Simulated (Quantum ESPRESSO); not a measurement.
# CsH5 (P4/m) in Quantum ESPRESSO: relaxation of cell and atoms with PBE+D3(BJ)

Aim: the relaxation of cell and atoms of CsH5 with PBE+D3(BJ).

All numbers are computed with Quantum ESPRESSO 7.5; they aren't measurements. Logs are shortened: lines on timing, memory, paths and dates and some standing lists are left out, and cuts for length are marked.

## 1. Starting point

It takes space group P4/m (No. 83, tetragonal). The conventional cell has a = 4.086 Å, b = 4.086 Å, c = 5.378 Å, α = 90.00°, β = 90.00°, γ = 90.00°. Cs (site symmetry 4/m) has 12 H at 2.89 to 3.19 Å as nearest neighbours. H (site symmetry m) has 1 H at 1.45 Å as nearest neighbours. H (site symmetry 4/m) is surrounded by 4 Cs at 2.89 Å and 8 H at 3.09 Å.

The cell was built by a generator and needn't be a form met in nature.

## 2. Relaxation of cell and atoms, PBE+D3(BJ), target pressure 10 kbar, at which the enthalpy is minimised

Contents of pw.in:

```
&CONTROL
  calculation = 'vc-relax'
  prefix = 'pwscf'
  outdir = './tmp'
  pseudo_dir = './pseudo'
  tprnfor = .true.
  tstress = .true.
  disk_io = 'low'
  nstep = 40
  forc_conv_thr = 0.0004
  etot_conv_thr = 1d-05
/
&SYSTEM
  ibrav = 0
  nat = 6
  ntyp = 2
  ecutwfc = 72
  nbnd = 13
  occupations = 'smearing'
  smearing = 'fd'
  degauss = 0.01469973
  vdw_corr = 'grimme-d3'
  dftd3_version = 4
/
&ELECTRONS
  conv_thr = 1.2d-09
  electron_maxstep = 120
  mixing_beta = 0.5
/
&IONS
  ion_dynamics = 'bfgs'
/
&CELL
  cell_dynamics = 'bfgs'
  press = 10
  press_conv_thr = 0.3
/
ATOMIC_SPECIES
Cs   132.9055 Cs.upf
H      1.0080 H.upf
CELL_PARAMETERS angstrom
   4.0863030900    0.0000000000    0.0000000000
   0.0000000000    4.0863030900    0.0000000000
   0.0000000000    0.0000000000    5.3777956700
ATOMIC_POSITIONS crystal
Cs     0.0000000000    0.0000000000    0.5000000000
H      0.1431421200    0.3950412100    0.0000000000
H      0.8568578800    0.6049587900    0.0000000000
H      0.6049587900    0.1431421200    0.0000000000
H      0.3950412100    0.8568578800    0.0000000000
H      0.5000000000    0.5000000000    0.5000000000
K_POINTS automatic
7 7 5 0 0 0
```

Potentials or basis: PseudoDojo 0.4 SR PBE stringent.

Launch:

```sh
$ OMP_NUM_THREADS=1 pw.x -in pw.in > pw.out
```

pw.out:

```text
This program is part of the open-source Quantum ESPRESSO suite
     for quantum simulation of materials; please cite
         "P. Giannozzi et al., J. Phys.:Condens. Matter 21 395502 (2009);
         "P. Giannozzi et al., J. Phys.:Condens. Matter 29 465901 (2017);
         "P. Giannozzi et al., J. Chem. Phys. 152 154105 (2020);
     in publications or presentations arising from this work. More details at

     Message from routine setup:
     using ibrav=0 with symmetry is DISCOURAGED, use correct ibrav instead

     G-vector sticks info
     --------------------
     sticks:   dense  smooth     PW     G-vecs:    dense   smooth      PW
     Sum        1361    1361    385                50039    50039    7597

     Using Slab Decomposition

     bravais-lattice index     =            0
     lattice parameter (alat)  =       7.7220  a.u.
     unit-cell volume          =     605.9852 (a.u.)^3
     number of atoms/cell      =            6
     number of atomic types    =            2
     number of electrons       =        14.00
     number of Kohn-Sham states=           13
     kinetic-energy cutoff     =      72.0000  Ry
     charge density cutoff     =     288.0000  Ry
     scf convergence threshold =      1.2E-09
     mixing beta               =       0.5000
     number of iterations used =            8  plain     mixing
     energy convergence thresh.=      1.0E-05
     force convergence thresh. =      4.0E-04
     press convergence thresh. =      3.0E-01
     Exchange-correlation= PBE
                           (   1   4   3   4   0   0   0)
     nstep                     =           40

     celldm(1)=   7.721994  celldm(2)=   0.000000  celldm(3)=   0.000000
     celldm(4)=   0.000000  celldm(5)=   0.000000  celldm(6)=   0.000000

     crystal axes: (cart. coord. in units of alat)
               a(1) = (   1.000000   0.000000   0.000000 )
               a(2) = (   0.000000   1.000000   0.000000 )
               a(3) = (   0.000000   0.000000   1.316054 )

     reciprocal axes: (cart. coord. in units 2 pi/alat)
               b(1) = (  1.000000  0.000000  0.000000 )
               b(2) = (  0.000000  1.000000  0.000000 )
               b(3) = (  0.000000  0.000000  0.759847 )

     PseudoPot. # 1 for Cs read from file:
     Cs.upf
     Pseudo is Norm-conserving + core correction, Zval =  9.0
     Generated using ONCVPSP code by D. R. Hamann
     Using radial grid of 2414 points,  8 beta functions with:
                l(1) =   0
                l(2) =   0
                l(3) =   1
                l(4) =   1
                l(5) =   2
                l(6) =   2
                l(7) =   3
                l(8) =   3

     PseudoPot. # 2 for H  read from file:
     H.upf
     Pseudo is Norm-conserving, Zval =  1.0
     Generated using ONCVPSP code by D. R. Hamann
     Using radial grid of 1166 points,  3 beta functions with:
                l(1) =   0
                l(2) =   0
                l(3) =   1

     atomic species   valence    mass     pseudopotential
     Cs                9.00   132.90550     Cs( 1.00)
     H                 1.00     1.00800     H ( 1.00)

      8 Sym. Ops., with inversion, found

   Cartesian axes

     site n.     atom                  positions (alat units)
         1        Cs     tau(   1) = (   0.0000000   0.0000000   0.6580270  )
         2        H      tau(   2) = (   0.1431421   0.3950412   0.0000000  )
         3        H      tau(   3) = (   0.8568579   0.6049588   0.0000000  )
         4        H      tau(   4) = (   0.6049588   0.1431421   0.0000000  )
         5        H      tau(   5) = (   0.3950412   0.8568579   0.0000000  )
         6        H      tau(   6) = (   0.5000000   0.5000000   0.6580270  )

     --------------------------------------------
     DFT-D3 Dispersion Correction (3-body terms):
     --------------------------------------------
       Reference C6 values for interpolation:

         atom   Coordination number   C6
         H          0.912             6.05
         H          0.000            15.18
         Cs         0.000         18661.46
         Cs         0.991          1298.18

       Values used:

         atom   Coordination number  R0_AB[au]  C6      C8
         Cs        15.965            4.778   1298.18 473131.84
         H          1.304            2.062      6.07     73.35
         H          1.304            2.062      6.07     73.35
         H          1.304            2.062      6.07     73.35
         H          1.304            2.062      6.07     73.35
         H          3.439            2.062      6.05     73.18

         Molecular C6 ( Ry / a.u.^6 ) =      2295.92

     number of k points=    39  Fermi-Dirac smearing, width (Ry)=  0.0147
                       cart. coord. in units 2pi/alat
        k(    1) = (   0.0000000   0.0000000   0.0000000), wk =   0.0081633
        k(    2) = (   0.0000000   0.0000000   0.1519694), wk =   0.0163265
        k(    3) = (   0.0000000   0.0000000   0.3039389), wk =   0.0163265
        k(    4) = (   0.0000000   0.1428571   0.0000000), wk =   0.0326531
        k(    5) = (   0.0000000   0.1428571   0.1519694), wk =   0.0653061
        k(    6) = (   0.0000000   0.1428571   0.3039389), wk =   0.0653061
[... 31 lines left out ...]
        k(   38) = (   0.4285714   0.2857143  -0.1519694), wk =   0.0653061
        k(   39) = (   0.4285714   0.2857143  -0.3039389), wk =   0.0653061

     Dense  grid:    50039 G-vectors     FFT dimensions: (  45,  45,  60)

     Initial potential from superposition of free atoms

     starting charge      13.9618, renormalised to      14.0000
     Starting wfcs are   10 randomized atomic wfcs +    3 random wfcs

     Self-consistent Calculation

     iteration #  1     ecut=    72.00 Ry     beta= 0.50
     Davidson diagonalization with overlap
     ethr =  1.00E-02,  avg # of iterations =  7.9

     total energy              =     -52.21535395 Ry
     estimated scf accuracy    <       0.23102496 Ry

     iteration #  2     ecut=    72.00 Ry     beta= 0.50
     Davidson diagonalization with overlap
     ethr =  1.65E-03,  avg # of iterations =  2.3
[... 53 lines left out ...]
     total energy              =     -52.26846217 Ry
     estimated scf accuracy    <       0.00000006 Ry

     iteration # 10     ecut=    72.00 Ry     beta= 0.50
     Davidson diagonalization with overlap
     ethr =  3.73E-10,  avg # of iterations =  1.9

     End of self-consistent calculation

          k = 0.0000 0.0000 0.0000 (  6231 PWs)   bands (ev):

   -19.0936  -6.0680  -5.4783  -5.4783  -4.5025   0.2395   0.8146   3.6674
     3.6674   6.7626   7.1779   8.6695   9.3955

          k = 0.0000 0.0000 0.1520 (  6263 PWs)   bands (ev):

   -19.0916  -6.3260  -5.4728  -5.4728  -4.1157   0.2592   0.7137   3.5682
     3.5682   6.5582   6.8383   9.5754   9.7083
[... 178 lines left out ...]
   -18.9688  -6.3496  -5.9845  -5.9269  -2.5401  -1.8546   0.8654   2.5836
     3.3536   6.6612   7.4772   8.5875   9.6251

          k = 0.4286 0.2857-0.3039 (  6247 PWs)   bands (ev):

   -18.9666  -6.3005  -6.0799  -5.9210  -2.5900  -1.9120   1.0827   2.1894
     3.6897   7.5989   8.0338   8.8880   9.1119

     the Fermi energy is     2.0252 ev

!    total energy              =     -52.26846219 Ry
     estimated scf accuracy    <          1.2E-09 Ry
     smearing contrib. (-TS)   =      -0.00993444 Ry
     internal energy E=F+TS    =     -52.25852775 Ry

     The total energy is F=E-TS. E is the sum of the following terms:
     one-electron contribution =      -6.88322057 Ry
     hartree contribution      =       7.08013912 Ry
     xc contribution           =     -16.78105552 Ry
     ewald contribution        =     -35.64645882 Ry
     DFT-D3 Dispersion         =      -0.02793195 Ry

     convergence has been achieved in  10 iterations

     Forces acting on atoms (cartesian axes, Ry/au):

     atom    1 type  1   force =     0.00000000    0.00000000    0.00000000
     atom    2 type  2   force =    -0.08398721    0.08535445    0.00000000
     atom    3 type  2   force =     0.08398721   -0.08535445    0.00000000
     atom    4 type  2   force =    -0.08535445   -0.08398721    0.00000000
     atom    5 type  2   force =     0.08535445    0.08398721    0.00000000
     atom    6 type  2   force =     0.00000000    0.00000000    0.00000000

     Total force =     0.239493     Total SCF correction =     0.000001

     Computing stress (Cartesian axis) and pressure

          total   stress  (Ry/bohr**3)                   (kbar)     P=      -59.04
  -0.00057753  -0.00000000   0.00000000          -84.96       -0.00        0.00
   0.00000000  -0.00057753   0.00000000            0.00      -84.96        0.00
   0.00000000   0.00000000  -0.00004906            0.00        0.00       -7.22

     BFGS Geometry Optimization
     Energy error            =      7.4E-02 Ry
     Gradient error          =      8.5E-02 Ry/Bohr
     Cell gradient error     =      9.5E+01 kbar

     number of scf cycles    =   1
     number of bfgs steps    =   0

     enthalpy           new  =     -52.2272681455 Ry

     new trust radius        =       0.1197465385 bohr
     new conv_thr            =       0.0000000012 Ry

     new unit-cell volume =    584.86831 a.u.^3 (    86.66854 Ang^3 )
     density =      2.64299 g/cm^3

CELL_PARAMETERS (angstrom)
   4.020359544   0.000000000   0.000000000
  -0.000000000   4.020359544   0.000000000
   0.000000000   0.000000000   5.362060373

ATOMIC_POSITIONS (crystal)
Cs               0.0000000000        0.0000000000        0.5000000000
H                0.1322657569        0.4060946316        0.0000000000
H                0.8677342431        0.5939053684        0.0000000000
H                0.5939053684        0.1322657569        0.0000000000
H                0.4060946316        0.8677342431        0.0000000000
H                0.5000000000        0.5000000000        0.5000000000

     NEW-OLD atomic charge density approx. for the potential
     New effective cutoffs (rho, wfc):  296.84   74.37

     Self-consistent Calculation

[... 181 further cycles ...]
     iteration #  1     ecut=    72.00 Ry     beta= 0.50
     Davidson diagonalization with overlap
     c_bands:  1 eigenvalues not converged
     c_bands:  2 eigenvalues not converged
     c_bands:  1 eigenvalues not converged
     c_bands:  2 eigenvalues not converged
     c_bands:  2 eigenvalues not converged
     c_bands:  1 eigenvalues not converged
[... 89 lines left out ...]
     total energy              =     -52.61973244 Ry
     estimated scf accuracy    <          1.2E-10 Ry

     iteration # 10     ecut=    72.00 Ry     beta= 0.50
     Davidson diagonalization with overlap
     ethr =  8.26E-13,  avg # of iterations =  3.6

     End of self-consistent calculation

          k = 0.0000 0.0000 0.0000 (  5885 PWs)   bands (ev):

   -18.7757  -5.7350  -5.7005  -5.2259  -5.2259  -3.8691   1.7740   7.3823
     7.7252   7.7252   8.2424   8.5450   9.8723

          k = 0.0000 0.0000 0.1708 (  5925 PWs)   bands (ev):

   -18.7687  -6.5196  -5.2145  -5.2145  -4.8396  -3.8560   1.6538   7.0250
     7.2192   7.2192   8.0058   9.3295  10.4894
[... 178 lines left out ...]
   -18.6801  -6.1956  -5.9514  -5.6504  -4.3475  -4.2095   1.7796   5.6632
     6.3459   7.6794   7.9279   9.1219   9.7496

          k = 0.4153 0.2768-0.3416 (  5919 PWs)   bands (ev):

   -18.6716  -6.1500  -5.8928  -5.5794  -4.6632  -4.3515   2.0270   4.9659
     7.5096   8.0508   8.6613   9.4176   9.5318

     the Fermi energy is     3.7437 ev

!    total energy              =     -52.61973244 Ry
     estimated scf accuracy    <          5.1E-12 Ry
     smearing contrib. (-TS)   =      -0.00034188 Ry
     internal energy E=F+TS    =     -52.61939056 Ry

     The total energy is F=E-TS. E is the sum of the following terms:
     one-electron contribution =      -7.23108461 Ry
     hartree contribution      =       7.38359305 Ry
     xc contribution           =     -17.28829684 Ry
     ewald contribution        =     -35.45417370 Ry
     DFT-D3 Dispersion         =      -0.02942846 Ry

     convergence has been achieved in  10 iterations

     Forces acting on atoms (cartesian axes, Ry/au):

     atom    1 type  1   force =     0.00000000    0.00000000    0.00000000
     atom    2 type  2   force =    -0.00017890   -0.00003019    0.00000000
     atom    3 type  2   force =     0.00017890    0.00003019    0.00000000
     atom    4 type  2   force =     0.00003019   -0.00017890    0.00000000
     atom    5 type  2   force =    -0.00003019    0.00017890    0.00000000
     atom    6 type  2   force =     0.00000000    0.00000000   -0.00000000

     Total force =     0.000363     Total SCF correction =     0.000000

     Computing stress (Cartesian axis) and pressure

          total   stress  (Ry/bohr**3)                   (kbar)     P=        9.89
   0.00006783  -0.00000000   0.00000000            9.98       -0.00        0.00
   0.00000000   0.00006783   0.00000000            0.00        9.98        0.00
   0.00000000   0.00000000   0.00006596            0.00        0.00        9.70

=------------------------------------------------------------------------------=
   JOB DONE.
=------------------------------------------------------------------------------=
```

Wall time 17 min (1 thread of AMD EPYC 7R43 (Zen 3), shared host); peak memory 0.16 GiB.

What came out:

* Free energy: -715.9279 eV
* Relaxed volume: 14.18 Å³/atom
* Relaxed cell: a = 4.217 Å, b = 4.217 Å, c = 4.785 Å, α = 90.00°, β = 90.00°, γ = 90.00°
* Space group after relaxing (to 0.05 Å): P4/mmm (No. 123)
* Energy change on relaxing (the enthalpy is what falls): -796.5 meV/atom
* Ionic steps: 29
* Pressure after relaxing: 1.0 GPa
* Largest force after relaxing: 0.005 eV/Å
* Band gap on the k mesh: 1.74 eV, indirect (least direct gap 2.83 eV)

Forces in eV/Å, atoms in the order of the input:
```
Cs   0.000  0.000  0.000
H   -0.005 -0.001  0.000
H    0.005  0.001  0.000
H    0.001 -0.005  0.000
H   -0.001  0.005  0.000
H    0.000  0.000  0.000
```

Step by step:
```tsv
step	energy change (eV)	largest force (eV/Å)	pressure (GPa)	volume (Å³)
1	0.0000	3.0788	-5.90	89.80
2	-0.9903	3.6113	-5.34	86.67
3	-2.2342	3.9926	-4.12	83.89
4	-3.9181	2.9405	0.59	77.09
5	-2.3833	11.4107	17.73	69.50
6	-4.2603	1.3335	3.66	74.95
7	-4.3388	0.1867	5.35	74.93
8	-4.4100	0.1677	4.72	76.42
9	-4.5027	0.1563	3.88	78.66
10	-4.6135	0.1351	2.81	82.03
11	-4.7259	0.1002	1.50	87.10
12	-4.7811	0.0857	0.65	91.47
13	-4.7906	0.0801	0.51	92.48
14	-4.7965	0.0821	0.42	92.95
15	-4.7999	0.0805	0.37	92.98
16	-4.8027	0.0675	0.34	92.64
17	-4.8039	0.0348	0.33	91.70
18	-4.7997	0.0338	0.41	89.68
19	-4.7855	0.0417	0.82	86.47
20	-4.7827	0.1006	0.99	85.86
21	-4.7793	0.0329	1.04	85.19
22	-4.7804	0.0080	1.00	85.34
23	-4.7805	0.0094	0.99	85.37
24	-4.7806	0.0113	0.98	85.37
25	-4.7806	0.0125	0.98	85.36
26	-4.7805	0.0129	0.98	85.34
27	-4.7803	0.0124	0.98	85.30
28	-4.7799	0.0103	0.98	85.23
29	-4.7792	0.0056	0.99	85.11
```

Final structure:
```cif
data_structure
_symmetry_space_group_name_H-M 'P 1'
_symmetry_Int_Tables_number 1
_cell_length_a 4.2173
_cell_length_b 4.2173
_cell_length_c 4.7852
_cell_angle_alpha 90.000
_cell_angle_beta 90.000
_cell_angle_gamma 90.000
_cell_volume 85.11
loop_
_atom_site_label
_atom_site_type_symbol
_atom_site_fract_x
_atom_site_fract_y
_atom_site_fract_z
_atom_site_occupancy
Cs1 Cs 0.00000 0.00000 0.50000 1
H1 H 0.08991 0.50014 0.00000 1
H2 H 0.91009 0.49986 0.00000 1
H3 H 0.49986 0.08991 0.00000 1
H4 H 0.50014 0.91009 0.00000 1
H5 H 0.50000 0.50000 0.50000 1
```

Caveat: spin-orbit coupling is left out, which moves the levels of the heavy elements; an odd mesh through Γ misses points on the zone boundary, where band edges often lie.

## 3. For comparison

An earlier run on the cell as given: functional PBE; potentials or basis SSSP 1.3 efficiency PBE; cutoff 816 eV; density cutoff 6531 eV; k mesh 7 × 7 × 5; occupations fermi-dirac, width 0.05 eV; no spin polarisation.

- Pressure: -5.3 GPa
- Largest force: 3.139 eV/Å
- Band gap on the k mesh: none (metal or under the smearing width)
